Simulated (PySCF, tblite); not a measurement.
# C4H11BS: geometry, infrared bands and NMR shifts

Aim: predict the infrared bands and NMR shifts of C4H11BS (`CCBSCC`).

Computed with tblite 0.8.0 and PySCF 2.14.0, with density-fitted response routines of our own, on a single molecule in the gas phase. Atoms are numbered from 0 throughout.

## 1. Starting geometry

17 atoms, charge 0, multiplicity 1; geometry from: force field or distance geometry start.

Bonds of the start (Å): C0–C1 1.52, C1–B2 1.60, B2–S3 1.87, S3–C4 1.80, C4–C5 1.50, C0–H6 1.12, C0–H7 1.11, C0–H8 1.11, C1–H9 1.08, C1–H10 1.11, B2–H11 1.17, C4–H12 1.10, C4–H13 1.11, C5–H14 1.10, C5–H15 1.11, C5–H16 1.12.

## 2. Optimising the geometry with GFN2-xTB

What the job is given:

```
{"job": {"kind": "relax", "xc": "GFN2-xTB", "basis": "xTB"}, "charge": 0, "multiplicity": 1}
C     -2.544700    -0.605500     0.328200
C     -2.302000     0.842300    -0.048500
B     -0.772900     0.894300    -0.532300
S      0.446900     0.073000     0.614900
C      2.164500     0.370600     0.161100
C      2.797500    -0.965700    -0.105000
H     -3.256500    -1.049200    -0.408700
H     -2.900200    -0.689900     1.372900
H     -1.579100    -1.155200     0.288500
H     -3.009300     1.250100    -0.760800
H     -2.334900     1.416100     0.896900
H     -0.493500     1.601700    -1.416400
H      2.272200     1.096700    -0.654600
H      2.670100     0.777500     1.066900
H      2.416700    -1.342000    -1.068900
H      3.899300    -0.829400    -0.160300
H      2.518900    -1.673500     0.715000
```

The run is started by

```bash
$ OMP_NUM_THREADS=1 python probes_run.py task.json out
```

This one command runs all jobs of the session in turn.

**Question.** This job is followed by: GFN2-xTB harmonic vibrations, gas phase; GIAO PBE0/pcSseg-1 NMR shielding, non-relativistic, gas phase. What will the session give for the following? strongest single infrared mode (GFN2-xTB); zero-point energy (GFN2-xTB); ¹³C shifts against TMS (PBE0/pcSseg-1); ¹H shifts against TMS (PBE0/pcSseg-1, means over atoms taken as alike); ¹¹B shifts against BF3·OEt2 (PBE0/pcSseg-1); ³³S shifts against CS2 (PBE0/pcSseg-1).

As calculated:

```
                                                              quantity                             value
                             strongest single infrared mode (GFN2-xTB)             1129 cm⁻¹, 160 km/mol
                                          zero-point energy (GFN2-xTB)                     90.2 kcal/mol
                                ¹³C shifts against TMS (PBE0/pcSseg-1)        35.9, 22.9, 21.7, 11.6 ppm
¹H shifts against TMS (PBE0/pcSseg-1, means over atoms taken as alike)  7.42, 2.82, 1.46, 1.34, 1.15 ppm
                           ¹¹B shifts against BF3·OEt2 (PBE0/pcSseg-1)                          74.4 ppm
                                ³³S shifts against CS2 (PBE0/pcSseg-1)                           144 ppm
```

In words: Over 203 steps the energy fell by 0.778 eV; of the close pairs, B2–S3 changed most, 1.865 to 1.761 Å. All 45 modes are real, so the xTB geometry is a minimum. The strongest single mode, at 1129 cm⁻¹, is carried by B2, H11, C1. Unscaled tight-binding wavenumbers are off by several per cent, some by more. Its intensities can rank the bands wrongly. At PBE0/pcSseg-1: The largest span, 437 ppm, is at S3, where the paramagnetic term is -702 ppm.
